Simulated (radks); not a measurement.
# Fe⁴⁺ in [Ne] 3s2 3p4 3d4 4p2: an all-electron calculation

An exercise on one series of results from a longer session: the logs are not shown, and one member is left open.

Program: radks (a radial shooting solver on a logarithmic mesh, Libxc functionals) version 1. Level of theory: scalar-relativistic Kohn-Sham, PBE, spin-unpolarised, spherical densities, finite nucleus. These are calculated values, not measurements, unless marked.

**The system**

```
element            : iron (Z = 26)
charge             : +4
electrons          : 22
configuration      : [Ne] 3s2 3p4 3d4 4p2
nuclear rms radius : 3.7377 fm
```

Outer shells as boxes (Hund's rule):

Fe⁴⁺
```
[Ne] core
3s [↑↓]
3p [↑↓][↑ ][↑ ]
3d [↑ ][↑ ][↑ ][↑ ][  ]
4p [↑ ][↑ ][  ]
```

The first run:

The run's settings:

```text
Z 26
configuration [Ne] 3s2 3p4 3d4 4p2 4s0 4d0
relativity scalar-relativistic
functional pbe,pbe
spin unpolarised
nucleus finite rms 3.7377 fm
c 137.035999084
```

Among the steps run: Self-consistent calculation.

One of the session's tables, all rows but one given; the rest of the session is left out.

It belongs to the step «Orbitals and density». From the orbitals of this run (lengths in bohr):

```
level      <r>  outermost maximum (interpolated)  90 % within  nodes
   1s  0.05845                            0.0383        0.104      0
   2s   0.2666                             0.222        0.413      1
   2p   0.2351                             0.180        0.385      0
   3s   0.7755                             0.687         1.15      2
   3p   0.7994                             0.692         1.21      1
   3d   0.8384                             0.645         1.35      0
   4s    1.940                              1.79         2.78      3
   4p        ?                                 ?            ?      ?
   4d    2.579                              2.35         3.79      1
```

**Question.** Estimate the row for 4p.

The run gave: <r>: 2.129; outermost maximum (interpolated): 1.96; 90 % within: 3.08; nodes: 2. In the column «<r>» it lies between 4s (1.940) and 4d (2.579).
